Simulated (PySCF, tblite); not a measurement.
# C2H9OSi4 radical: geometry, infrared bands and EPR parameters

Aim: predict the infrared bands and EPR parameters of C2H9OSi4 radical (`C=C[Si@@]1(O)[SiH][SiH2][SiH2]1`).

The runs use tblite 0.8.0 and PySCF 2.14.0, with density-fitted response routines of our own; the level of theory stands in each step. All values are computed, except where a source is named. Atoms count from 0, in the outputs and in this text.

## 1. The molecule as given

16 atoms, charge 0, multiplicity 2; geometry from: force field or distance geometry start.

Bonds of the start (Å): C0–C1 1.35, C1–Si2 1.80, Si2–O3 1.66, Si2–Si4 2.31, Si4–Si5 2.32, Si5–Si6 2.29, Si6–Si2 2.30, C0–H7 1.08, C0–H8 1.08, C1–H9 1.09, O3–H10 0.96, Si4–H11 1.48, Si5–H12 1.48, Si5–H13 1.48, Si6–H14 1.49, Si6–H15 1.50.

## 2. Optimising the geometry with GFN2-xTB

Job settings and geometry (Å):

```
{"job": {"kind": "relax", "xc": "GFN2-xTB", "basis": "xTB"}, "charge": 0, "multiplicity": 2}
C      3.030300    -0.549600     0.194500
C      1.860400     0.122000     0.311600
Si     0.289900    -0.351400    -0.431000
O      0.448000    -1.319600    -1.768500
Si    -1.222400    -1.215200     1.090600
Si    -2.825600     0.009200    -0.046500
Si    -1.160600     1.397700    -0.768700
H      3.120300    -1.454100    -0.384700
H      3.925200    -0.193000     0.693300
H      1.839100     1.017000     0.934300
H      1.130700    -1.079100    -2.404900
H     -0.994500    -0.604900     2.424300
H     -3.462500    -0.787500    -1.116200
H     -3.810500     0.645500     0.860600
H     -1.275800     1.839600    -2.183900
H     -0.899500     2.532400     0.174200
```

Launch:

```
$ OMP_NUM_THREADS=1 python probes_run.py task.json out
```

One launch serves the whole session: the jobs run in the order shown.

**Question.** This job is followed by: GFN2-xTB harmonic vibrations, gas phase; UKS B3LYP, pcH-1 on C H O Si, non-relativistic, mean-field spin-orbit, GIAO. What will the session give for the following? strongest single infrared mode (GFN2-xTB); zero-point energy (GFN2-xTB); g(iso) (B3LYP); ⟨S²⟩; largest a(iso); potential on the surface of density 0.002 e/bohr³, 1st and 99th percentile.

**Answer**, as computed:

```
                                                                  quantity                    value
                                 strongest single infrared mode (GFN2-xTB)    2169 cm⁻¹, 667 km/mol
                                              zero-point energy (GFN2-xTB)            59.5 kcal/mol
                                                            g(iso) (B3LYP)                  2.00475
                                                                      ⟨S²⟩       0.754 (exact 0.75)
                                                            largest a(iso)  29Si on Si4, -320.2 MHz
potential on the surface of density 0.002 e/bohr³, 1st and 99th percentile       -1.28 V and 2.12 V
```

**Reading.** The optimisation took 131 steps and gained 0.491 eV; among the close pairs (by a distance rule), C1–Si2 changed most, from 1.801 to 1.883 Å. All 42 modes are real, so the xTB geometry is a minimum. The strongest single mode, at 2169 cm⁻¹, moves mainly H14 and H15. GFN2-xTB is a fitted tight-binding method: band positions and strengths are rough. Its intensities can rank the bands wrongly. Si4 carries the largest spin population, 0.90 e. The isotropic g lies 2.4 ppt above the free-electron value. These values are for one conformer; the search (at its own cheap level) found 1 more, at 0.87 kcal/mol, and measured spectra average over such forms.
